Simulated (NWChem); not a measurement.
Tetragonal strain in BP (zincblende structure): the shear constant

The numbers come from NWChem runs, not from measurements. Level: LDA (Vosko), Troullier-Martins pseudopotentials (valence charges P 5, B 3), cutoff 30 Ha, shifted 4×4×4 mesh, two-atom cell, no spin-orbit coupling. The cubic cell (a = 4.485 Å, near this level's equilibrium) is stretched by 1 + δ along x and y and by (1 + δ)^−2 along z, at constant volume; symmetry keeps the atoms on their sites.

```json
[
 {"δ": "-0.020", "E − E(0) (meV/cell)": "50.08"},
 {"δ": "-0.010", "E − E(0) (meV/cell)": "?"},
 {"δ": "-0.005", "E − E(0) (meV/cell)": "3.02"},
 {"δ": "0.000", "E − E(0) (meV/cell)": "0.00"},
 {"δ": "0.005", "E − E(0) (meV/cell)": "2.93"},
 {"δ": "0.010", "E − E(0) (meV/cell)": "11.24"},
 {"δ": "0.020", "E − E(0) (meV/cell)": "43.08"}
]
```

Task: The cell volume is 22.55 Å³. To second order E − E(0) = 3V(C₁₁ − C₁₂)δ². Fit Aδ² + Bδ³, give C₁₁ − C₁₂, and predict the withheld row.

Result: A ≈ 120 eV and B ≈ -440 eV, with a largest residual of 0.08 meV, so C₁₁ − C₁₂ = A/(3V) ≈ 280 GPa. The fit predicts 12.09 meV at δ = -0.010; the run gave 12.07.
